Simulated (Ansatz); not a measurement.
# TaGe (octet): wave-function methods side by side, def2-SVP

One table from this session's results is given with a row withheld; the runs are named, their logs left out.

Method: def2-SVP, core rule «outside noble gas», up to 18 orbitals frozen; program: Ansatz 0.2.0, Gaussian basis.

Plan: UHF; CCSD(T) on ROHF; CCSD(T) on UHF; CISD as a restricted active space (open shells left free, so some higher excitations enter); CCSDT(Q) on ROHF; CCSDT(Q) on UHF; CASSCF and MRCISD+Q, 9 electrons in 10 orbitals; CASSCF and NEVPT2, 9 electrons in 10 orbitals.

21 further runs of the same task are left out: 4 for a known fault of the program, 5 that didn't finish, 12 set aside as unsound or not needed. Runs told in other sessions of the task aren't counted.

### The geometry

The geometry is a PBE0/def2-TZVP stationary point (not a proven minimum) of the parent state, kept for this charge and spin. No spin-orbit coupling is included. Elements past krypton take def2 core potentials. The filled d shell of Ge may be among the frozen orbitals whatever the setting's name suggests.

2 atoms, charge 0, spin multiplicity 8.

Atoms are counted from 1 here; the program's logs count them from 0.

Bond lengths: Ta1–Ge2 2.504 Å.

As a file:

```xyz
2

Ta    0.0000    0.0000    0.0000
Ge    0.0000    0.0000    2.5044
```

Set-up of the first run:

Input file in.yaml:

```yaml
crystal:
  periodic: [false, false, false]
  atoms:
    - {symbol: Ta, position_ang: [0.000000, 0.000000, 0.000000]}
    - {symbol: Ge, position_ang: [0.000000, 0.000000, 2.504400]}
basis:
  gaussian: {orbitals: def2-SVP}
magnetization: {spin_polarized: true, initial_magnetization: 7}
hamiltonian: {xc: hf}
output: {orbitals: {seedname: orbitals}}
```

Command:

```bash
$ ansatz run in.yaml --threads 1 --pin off --events-out ev --progress --plain --max-ram 2393MiB
```

Among the steps run: UHF; CCSD(T) on ROHF; CCSD(T) on UHF; CISD as a restricted active space (open shells left free, so some higher excitations enter); CCSDT(Q) on ROHF; CCSDT(Q) on UHF; CASSCF and MRCISD+Q, 9 electrons in 10 orbitals; CASSCF and NEVPT2, 9 electrons in 10 orbitals.

One table of the session follows, with a row left open; its other results are not shown here.

| method | from RCCSDT(Q) (meV) |
| --- | --- |
| ROHF | +3424.3 |
| UHF | ? |
| RMP2 | +728.1 |
| UMP2 | +637.5 |
| RCCSD | +154.1 |
| UCCSD | +49.7 |
| RCCSD(T) | +37.1 |
| UCCSD(T) | -64.1 |
| RCCSDT | +7.7 |
| UCCSDT | -92.7 |
| RCCSDT(Q) | 0 |
| UCCSDT(Q) | -100.8 |
| CASSCF valence | +2801.4 |
| NEVPT2 valence | +844.2 |
| MRCISD valence | +258.0 |
| MRCISD+Q valence | +64.0 |

Estimate the missing values for UHF.

**Answer.** from RCCSDT(Q) (meV): +3277.7. In the column «from RCCSDT(Q) (meV)» it lies between CASSCF valence (+2801.4) and ROHF (+3424.3).

Not comparable, so not listed: CISD as a restricted active space (open shells left free, so some higher excitations enter) (they don't share determinant, frozen orbitals or solution with the rows shown, or repeat one).

To keep in mind: Restricted and unrestricted rows rest on different reference determinants; a gap between their highest levels can come from leftover correlation error, from unlike frozen cores or from another state.
